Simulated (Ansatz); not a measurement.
# C2H4FGa (SMILES C=[CH][GaH][F]): CAM-B3LYP/cc-pVDZ

What is the vertical ionisation energy of C2H4FGa at CAM-B3LYP/cc-pVDZ? 

Program for the calculation: Ansatz 0.2.0.

67 further runs of the same task are left out: 2 that didn't finish, 65 set aside as unsound or not needed.

## 1. Starting point

The species is C2H4FGa (8 atoms), meant as a singlet with charge 0. SMILES: `C=[CH][GaH][F]`. Geometry: relaxed at PBE0-D4/def2-TZVP. This is one conformer, not always the lowest.

Bond lengths: C1–C2 1.332 Å, C2–Ga3 1.936 Å, Ga3–F4 1.763 Å, C1–H5 1.088 Å, C1–H6 1.088 Å, C2–H7 1.087 Å, Ga3–H8 1.557 Å. Angles: C1–C2–Ga3 120.9°, C2–Ga3–F4 115.4°, C1–C2–H7 118.8°, Ga3–C2–H7 120.3°, C2–C1–H5 122.2°, C2–C1–H6 122.3°, C2–Ga3–H8 129.9°, F4–Ga3–H8 114.7°, H5–C1–H6 115.5°.

## 2. A single-point energy at CAM-B3LYP/cc-pVDZ

Contents of run.yaml:

```yaml
crystal:
  periodic: [false, false, false]
  atoms:
    - {symbol: C, position_ang: [-0.837100, 1.175400, 0.060900]}
    - {symbol: C, position_ang: [0.342600, 0.569500, -0.065000]}
    - {symbol: Ga, position_ang: [0.481700, -1.360200, -0.007600]}
    - {symbol: F, position_ang: [2.110500, -2.006100, -0.199600]}
    - {symbol: H, position_ang: [-1.762100, 0.620500, 0.200100]}
    - {symbol: H, position_ang: [-0.941100, 2.257800, 0.031600]}
    - {symbol: H, position_ang: [1.232300, 1.179600, -0.202300]}
    - {symbol: H, position_ang: [-0.626900, -2.436700, 0.182000]}
basis:
  gaussian: {orbitals: cc-pVDZ}
hamiltonian: {xc: {name: CAM-B3LYP}}
accuracy: high
output: {orbitals: {seedname: orbitals}}
```

On the command line:

```console
ansatz run run.yaml --threads 1 --pin off --max-ram 3480MiB --events-out events.jsonl --progress --plain --runs-dir runs
```

Output:

```text
Warning: RAYON_NUM_THREADS=1 ignored (pool sized by the plan → 1); use --threads N
Functional definition: CAM-B3LYP
  name "CAM-B3LYP"
  parameter alpha = 0.19
  parameter beta = 0.46
  parameter omega = 0.33/bohr
  parameter ac = 0.81
  exchange = (1 - alpha - beta)*b88_x + beta*b88_x_sr(omega) + alpha*exact_x + beta*exact_x_lr(omega)
  correlation = (1 - ac)*vwn5_c + ac*lyp_c
2037 factors; integrals over basis functions are off by at most 4.6e-9 eV
415 factors; integrals over basis functions are off by at most 2.4e-9 eV
mean field evaluation 1: about -57229.6639 eV, gradient 4.9e1 eV
mean field evaluation 2: about -57227.7896 eV, gradient 6.3e1 eV
mean field evaluation 4: about -57234.6866 eV, gradient 1.8e0 eV
mean field evaluation 8: about -57234.7914 eV, gradient 1.1e-1 eV
mean field evaluation 16: about -57234.7914 eV, gradient 1.4e-5 eV
mean field -57234.79143728 eV, -2103.3397901851 hartree, gradient 4.6e-8 eV, S^2 0.000000; 0 other end points of the search recorded, 0 dependent functions left out
reference -57234.79145759 eV, -2103.3397909315 hartree; 28, 28 occupied and 61, 61 virtual orbitals, 2037 factors
Total energy: -57234.79145759 eV, -2103.3397909315 hartree
```

It took 11 s on 1 thread of Arm Neoverse V1, shared host; peak memory 0.36 GiB.

## 3. The doublet cation

Contents of molecule.yaml:

```yaml
crystal:
  periodic: [false, false, false]
  atoms:
    - {symbol: C, position_ang: [-0.837100, 1.175400, 0.060900]}
    - {symbol: C, position_ang: [0.342600, 0.569500, -0.065000]}
    - {symbol: Ga, position_ang: [0.481700, -1.360200, -0.007600]}
    - {symbol: F, position_ang: [2.110500, -2.006100, -0.199600]}
    - {symbol: H, position_ang: [-1.762100, 0.620500, 0.200100]}
    - {symbol: H, position_ang: [-0.941100, 2.257800, 0.031600]}
    - {symbol: H, position_ang: [1.232300, 1.179600, -0.202300]}
    - {symbol: H, position_ang: [-0.626900, -2.436700, 0.182000]}
basis:
  gaussian:
    orbitals: cc-pVDZ
accuracy: high
hamiltonian:
  xc: {name: CAM-B3LYP}
magnetization:
  spin_polarized: true
  initial_magnetization: 1
output: {orbitals: {seedname: orbitals}}
total_charge: 1
```

On the command line:

```console
ansatz run molecule.yaml --threads 1 --pin off --max-ram 3480MiB --events-out events.jsonl --progress --plain --runs-dir runs
```

Output, shortened:

```text
Warning: RAYON_NUM_THREADS=1 ignored (pool sized by the plan → 1); use --threads N
Functional definition: CAM-B3LYP
  name "CAM-B3LYP"
[...]
2036 factors; integrals over basis functions are off by at most 4.6e-9 eV
415 factors; integrals over basis functions are off by at most 2.4e-9 eV
[...]
mean field -57224.12166542 eV, -2102.9476833014 hartree, gradient 1.4e-8 eV, S^2 0.762711; 2 other end points of the search recorded, 0 dependent functions left out
reference -57224.12168511 eV, -2102.9476840252 hartree; 28, 27 occupied and 61, 62 virtual orbitals, 2036 factors
Total energy: -57224.12168511 eV, -2102.9476840252 hartree
```

It took 63 s on 1 thread of Arm Neoverse V1, shared host; peak memory 0.54 GiB.

## 4. Summary of results

Level: CAM-B3LYP/cc-pVDZ.

```
                                          quantity           value
                     singlet C2H4FGa: total energy  -2103.33979 Eh
                      singlet C2H4FGa: HOMO energy        -9.67 eV
                      singlet C2H4FGa: LUMO energy        -0.53 eV
                    singlet C2H4FGa: HOMO–LUMO gap         9.14 eV
                      doublet cation: total energy  -2102.94768 Eh
doublet cation: HOMO energy (highest over α and β)       -15.87 eV
 doublet cation: LUMO energy (lowest over α and β)       -11.67 eV
                              doublet cation: ⟨S²⟩           0.763
vertical ionisation energy (to the doublet cation)       10.670 eV
```

**Reading.** The vertical ionisation energy comes to 10.67 eV (246 kcal/mol). The negative HOMO energy of the first species, 9.67 eV, lies 1.00 eV below that difference.
